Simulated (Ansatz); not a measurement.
## TaNi₃, space group Fmmm: a projected density of states, step by step

Computed with Ansatz's Python interface.

The cells in order, each with its output:

In [1]:
```python
import ansatz
import numpy as np
from pymatgen.core import Lattice, Structure
from pymatgen.io.ase import AseAtomsAdaptor
```

In [2]:
```python
CUTOFF_EV = 420
KGRID = (7, 7, 7)
OCCUPATIONS = 'fermi_dirac'
WIDTH_EV = 0.1
EXTRA_BANDS = 14
```

In [3]:
```python
pmg_structure = Structure(
    Lattice([[0.0, 2.55115, 3.70454], [2.54639, 0.0, 3.70454], [2.54639, 2.55115, 0.0]]),
    ['Ta', 'Ni', 'Ni', 'Ni'],
    [
        [0.0, 0.0, 0.0],
        [0.5, 0.5, 0.5],
        [0.25, 0.25, 0.25],
        [0.75, 0.75, 0.75],
    ],
)
structure = ansatz.Crystal.from_ase(AseAtomsAdaptor.get_atoms(pmg_structure)).moments(Ni=2.0)
```

In [4]:
```python
setup = (
    structure.calculation()
    .spin('collinear')  # two spin channels
    .basis(CUTOFF_EV)
    .kpoints(*KGRID)  # sampling of the Brillouin zone
    .functional(ansatz.Functional.LDA)
    .occupations(OCCUPATIONS, width=WIDTH_EV)  # fractional filling near the Fermi level
    .scf(extra_bands=EXTRA_BANDS)
    .density_of_states(projected=True, energy_step=0.05)  # states per eV and cell
)
done = setup.run(threads=1)
rep = done.report
```
```text
RunWarning: the starting moments were not kept: the SCF closed with an absolute magnetisation of 6.3e-7 μB, where they sum to 6 μB in size (3 sites). That is at most 0.1 of that sum. Measured as [...]
```

In [5]:
```python
rep['converged'], rep['free_energy_ev']
```
Out [5]:
```text
(True, -27004.351776761294)
```

In [6]:
```python
dos = done.density_of_states()
energy = np.asarray(dos.energies_ev) - dos.fermi_ev
curves = {}
for site in done.projected_density_of_states().sites:
    for shell in site.shells:
        weight = sum(np.sum(curve.g_bin_mean_per_ev, axis=0) for curve in shell.curves)
        name = f'{site.species} {shell.label}'
        curves[name] = curves.get(name, 0) + weight
```

In [7]:
```python
print('E-EF   ' + ' '.join(f'{name:>8s}' for name in curves))
for e in np.arange(-8, 6 + 0.1, 1.0):
    print(f'{e:5.1f}  ' + ' '.join(f'{np.interp(e, energy, g):8.3f}' for g in curves.values()))
```
```text
E-EF      Ta 5S    Ta 6S    Ta 5P    Ta 5D    Ni 3S    Ni 4S    Ni 3P    Ni 3D
 -8.0     0.006    0.097    0.003    0.005    0.003    0.181    0.001    0.003
 -7.0     0.006    0.152    0.006    0.033    0.003    0.287    0.003    0.019
 -6.0     0.004    0.234    0.009    0.148    0.003    0.424    0.006    0.106
 -5.0     0.000    0.106    0.030    1.112    0.005    1.248    0.012    1.364
 -4.0     0.000    0.282    0.008    1.093    0.000    0.260    0.011    3.723
 -3.0     0.000    0.025    0.010    0.560    0.000    0.067    0.006    4.945
 -2.0     0.000    0.055    0.010    0.404    0.000    0.216    0.004    6.902
 -1.0     0.000    0.041    0.002    0.393    0.000    0.097    0.004    6.008
  0.0     0.001    0.063    0.002    0.531    0.000    0.095    0.003    0.864
  1.0     0.001    0.018    0.001    0.836    0.000    0.084    0.003    0.616
  2.0     0.002    0.103    0.001    2.761    0.001    0.141    0.006    1.259
  3.0     0.004    0.215    0.001    1.424    0.002    0.198    0.002    0.456
  4.0     0.002    0.057    0.001    0.328    0.003    0.360    0.001    0.163
  5.0     0.002    0.078    0.000    0.174    0.001    0.132    0.000    0.061
  6.0     0.002    0.057    0.000    0.119    0.001    0.132    0.000    0.048
```

Caveats:
- Total energies depend on the potentials; only differences at equal settings carry meaning. A total without «per atom» is that of the whole cell that was run.
- The SCF didn't keep the moments it started from (some shrank, vanished or turned); what is printed is the state reached.
- For a metal this k-point mesh is coarse: on a finer one energies can move by several to tens of meV an atom and pressures by half a GPa or more, differences at one mesh by less.
- Within a few hundredths of an angstrom the cell has the higher group I4/mmm; the lower one is a small distortion.
- Spin-orbit coupling, which matters for elements this heavy, is left out.
- This cell is a computed structure, which may not be the phase found in nature.
- Warnings are shown shortened and without file and line.
- Curves are summed over the cell's atoms. Only shells that the potentials hold have channels, so projections don't add up to the total, least of all where a shell is missing (p of most metals); heights and places of peaks move with the mesh.
- The density of states is complete only as far up as bands were computed.
- It ran for 19 s on 1 thread of Intel(R) Xeon(R) Platinum 8488C (Sapphire Rapids), on a shared host, peak memory 0.69 GiB.
